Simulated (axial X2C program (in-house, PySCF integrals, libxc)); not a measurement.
# A two-component session on GaC: properties at the nuclei

Aim: properties at the nuclei of GaC, with spin–orbit coupling in the Hamiltonian from the start.

Program: an in-house X2C program for linear molecules on PySCF integrals. Level of theory: two-component X2C with atomic mean-field terms, Ga dyall-acv3z, C dyall-av3z. These are calculated values, not measurements.

## 1. Input

task.json reads:

```json
{"zs": [31, 6], "q": 0, "bas": ["dyall-acv3z", "dyall-av3z"], "r0": 1.84, "levels": ["PBE0", "HF", "B3LYP"], "nst": 1, "ff": 1, "thr": -3.5, "nmax": 130, "opt": {"ecut": 60}}
```

Keys: zs atomic numbers; q charge; bas basis sets; r0 starting distance in Å; levels methods (HF also brings MP2); nst determinants followed; ff finite-field run; thr threshold in hartree for freezing inner shells (an s shell follows its p shell); nmax most natural virtual spinors; ecut virtual cutoff in hartree.

The run is started by

```
$ python soeom.py task.json out
```

Nuclei are Gaussian, cores are contracted, and the Gaunt term is on.

## 2. Expectation values, lowest determinant

R = 1.999 Å. State: Ω = 3/2 (excess of +ω over −ω: ω = 3/2).

Output of the PBE0 run:

```text
two-component X2C + atomic mean field  PBE0
basis functions 182  fitting functions 1002  grid points 5077
iter        total energy     max residual
   1      -1980.971626049     1.27e-05
   2      -1980.971626055     6.82e-06
   3      -1980.971626057     5.17e-06
converged
one-electron -2855.83876811  Coulomb 907.37684011  exact exchange -19.87924057  xc functional -61.22271772  nuclear repulsion 49.23809967  atomic mean-field constant -0.64583943
```

The highest occupied spinor is 44% C p, 30% Ga p, 18% Ga s.

```
level  Eeff magnitude (GV/cm)  Ws magnitude Ga (kHz)  A∥/gI Ga (MHz)  qzz Ga (a.u.)  A∥/gI C (MHz)  qzz C (a.u.)  μ (D)
 PBE0                   0.721                  0.229           -71.6          -2.36           13.6         -0.06  -2.16
   HF                   0.319                  0.112            -122          -2.86             61          0.00  -1.68
B3LYP                   0.776                  0.245           -32.3          -2.27           28.6         -0.08  -2.23
```

Eeff is the effective electric field on the electron dipole moment in this Ω state and Ws the scalar–pseudoscalar constant (defined with the proton number Z and per Ω); A∥ is the parallel hyperfine constant, which follows by multiplying with the nuclear g factor gI = μI/(I μN); qzz is the electric field gradient, eQq0 = 234.96 MHz × Q/barn × qzz; μ is positive if C is the positive end. The operators were transformed with the bare-nucleus X2C matrices.

## 3. Finite-field coupled cluster

Output:

```text
two-component X2C + atomic mean field  HF
basis functions 182  fitting functions 1002  grid points 5077
iter        total energy     max residual
   1      -1979.386630063     1.64e-01
   2      -1979.413666628     9.25e-03
   3      -1979.416112299     7.79e-03
   4      -1979.417105762     4.74e-03
   5      -1979.417795321     3.40e-03
   6      -1979.418293380     1.87e-03
   7      -1979.418505374     6.06e-04
   8      -1979.418529306     1.21e-04
   9      -1979.418530322     8.14e-05
  10      -1979.418530529     3.34e-05
  11      -1979.418530647     2.72e-05
  12      -1979.418530723     2.39e-05
  13      -1979.418530834     1.99e-05
  14      -1979.418531021     1.12e-05
  15      -1979.418531079     5.28e-06
  16      -1979.418531082     3.07e-06
  17      -1979.418531083     2.01e-06
  18      -1979.418531083     1.40e-06
converged
one-electron -2856.40552365  Coulomb 908.08901332  exact exchange -79.69428099  xc functional 0.00000000  nuclear repulsion 49.23809967  atomic mean-field constant -0.64583943
correlated 17  virtual 307  natural virtual 130  E(MP2) -0.632427927  MP2 remainder -0.035695993
iter   CCSD correlation   residual
   1     -0.558750255   1.41e-01
   2     -0.576061870   6.08e-02
   3     -0.578708635   3.25e-02
   4     -0.578745564   1.69e-02
   5     -0.579600833   9.57e-03
   6     -0.579691546   3.22e-03
   7     -0.579669388   9.42e-04
   8     -0.579691997   4.00e-04
   9     -0.579677822   1.96e-04
  10     -0.579681211   9.29e-05
  11     -0.579678840   6.16e-05
  12     -0.579678988   4.64e-05
  13     -0.579678817   3.09e-05
  14     -0.579679190   1.54e-05
  15     -0.579679151   6.82e-06
  16     -0.579679299   3.39e-06
  17     -0.579679306   2.24e-06
(T) -0.018601496  T1 0.0380  D1 0.1045  max T2 0.070
```

T1 in the output is the amplitude norm over the root of the electron number; divide by √2 for the Lee–Taylor value.

17 electrons correlated in 130 natural virtual spinors, MP2 remainder added; T1 = 0.027.

```
  level  Eeff magnitude (GV/cm)  Ws magnitude Ga (kHz)  A∥/gI Ga (MHz)  qzz Ga (a.u.)  A∥/gI C (MHz)  μ (D)
     HF                   0.318                  0.111            -122          -2.86             61  -1.68
    MP2                   0.258                 0.0987            -111          -2.47           27.1  -2.40
   CCSD                   0.535                  0.176           -62.9          -2.37           28.6  -2.27
CCSD(T)                   0.583                   0.19           -45.4          -2.29           29.5  -2.25
```

## 4. Summary of results

```
                       quantity                                    value
             lowest determinant  Ω = 3/2 (excess of +ω over −ω: ω = 3/2)
   Eeff magnitude (GV/cm), PBE0                                    0.721
    Ws magnitude Ga (kHz), PBE0                                    0.229
           A∥/gI Ga (MHz), PBE0                                    -71.6
            qzz Ga (a.u.), PBE0                                    -2.36
Eeff magnitude (GV/cm), CCSD(T)                                    0.583
 Ws magnitude Ga (kHz), CCSD(T)                                     0.19
        A∥/gI Ga (MHz), CCSD(T)                                    -45.4
         qzz Ga (a.u.), CCSD(T)                                    -2.29
```

In words: In the first state, the effective field runs from 0.319 to 0.776 GV/cm over the mean-field levels, so the levels don't agree on it. The expectation values come from single determinants, which for open shells can mix terms of unlike spin or miss the lowest Ω, so a determinant need not be a state. Eeff is the effective electric field on the electron dipole moment in this Ω state and Ws the scalar–pseudoscalar constant (defined with the proton number Z and per Ω); A∥ is the parallel hyperfine constant, which follows by multiplying with the nuclear g factor gI = μI/(I μN); qzz is the electric field gradient, eQq0 = 234.96 MHz × Q/barn × qzz; μ is positive if C is the positive end. The operators were transformed with the bare-nucleus X2C matrices. Correlation of the inner shells is missing, which matters for properties at the nucleus.
